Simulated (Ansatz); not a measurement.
# CH6Si: the cost of one run

Program: Ansatz 0.2.0, Gaussian basis. Level of theory: PBE0-D4/def2-TZVP structures, single points in def2-TZVPP, no counterpoise correction. These are calculated values, not measurements.

Levels: SPW92, PBE-D4, BLYP-D4, r2SCAN-D4, B97M-V, PBE0-D4, B3LYP-D4, r2SCAN0-D4, BHLYP-D4, CAM-B3LYP-D4, wB97X-V, wB97M-V, B2PLYP, PBE-QIDH, RPA on PBE, Hartree-Fock, MP2, CCSD, CCSD(T).

Correlated methods freeze the cores. Filled d shells of the heavier atoms are correlated. B3LYP uses VWN-RPA correlation. B2PLYP carries no dispersion term here.

95 further runs of the same task are left out: 1 that didn't finish, 94 set aside as unsound or not needed. Runs told in other sessions of the task aren't counted.

## 1. Starting geometry

The complex: 12 atoms, charge 0, spin multiplicity 1.

Atoms are counted from 1 here; the program's logs count them from 0.

Bond lengths: Si1–C2 1.870 Å, Si1–H3 1.488 Å, Si1–H4 1.488 Å, Si1–H5 1.489 Å, C2–H8 1.092 Å, C2–H9 1.092 Å, C2–H10 1.092 Å, H6–As7 1.522 Å, As7–H11 1.522 Å, As7–H12 1.522 Å. Angles: C2–Si1–H3 110.8°, C2–Si1–H4 110.9°, C2–Si1–H5 110.6°, H3–Si1–H4 108.1°, H3–Si1–H5 108.1°, H4–Si1–H5 108.1°, Si1–C2–H8 110.8°, Si1–C2–H9 110.7°, Si1–C2–H10 110.7°, H8–C2–H9 108.2°, H8–C2–H10 108.1°, H9–C2–H10 108.2°, H6–As7–H11 92.0°, H6–As7–H12 92.1°, H11–As7–H12 92.1°.

Coordinates:

```
Si   -1.4571    0.5664    0.1332
C     0.1680    1.4899    0.1839
H    -1.6663   -0.0645   -1.1986
H    -1.4911   -0.5066    1.1639
H    -2.5946    1.4915    0.3901
H     0.3694   -1.9617   -1.0985
As    1.5186   -2.6237   -0.3526
H     0.3221    1.9491    1.1629
H     1.0023    0.8125   -0.0105
H     0.1872    2.2808   -0.5691
H     1.1555   -1.9164    0.9447
H     2.4861   -1.5173   -0.7492
```

Its parts: CH6Si holds atoms 1, 2, 3, 4, 5, 8, 9, 10; AsH3 holds atoms 6, 7, 11, 12. Each part counts its atoms afresh in its own runs.

## 2. Relaxing CH6Si alone

Contents of relax-a/in.yaml:

```yaml
crystal:
  periodic: [false, false, false]
  atoms:
    - {symbol: Si, position_ang: [-1.457098, 0.566395, 0.133196]}
    - {symbol: C, position_ang: [0.168041, 1.489886, 0.183893]}
    - {symbol: H, position_ang: [-1.666290, -0.064512, -1.198605]}
    - {symbol: H, position_ang: [-1.491068, -0.506567, 1.163896]}
    - {symbol: H, position_ang: [-2.594633, 1.491490, 0.390063]}
    - {symbol: H, position_ang: [0.322107, 1.949102, 1.162869]}
    - {symbol: H, position_ang: [1.002266, 0.812503, -0.010531]}
    - {symbol: H, position_ang: [0.187213, 2.280821, -0.569126]}
basis:
  gaussian: {orbitals: def2-TZVP}
hamiltonian: {xc: pbe0, dispersion: d4}
relax: {f_tol: 0.005, max_steps: 200}
```

Launch:

```sh
$ ansatz run in.yaml --threads 4 --pin off --events-out ev --progress --plain --max-ram 9574MiB
```

**Question.** How long does this run take on 4 threads of Intel Xeon at 2.50GHz, shared host, and how much memory does it need?

About 5 s, with a peak of 0.51 GiB.
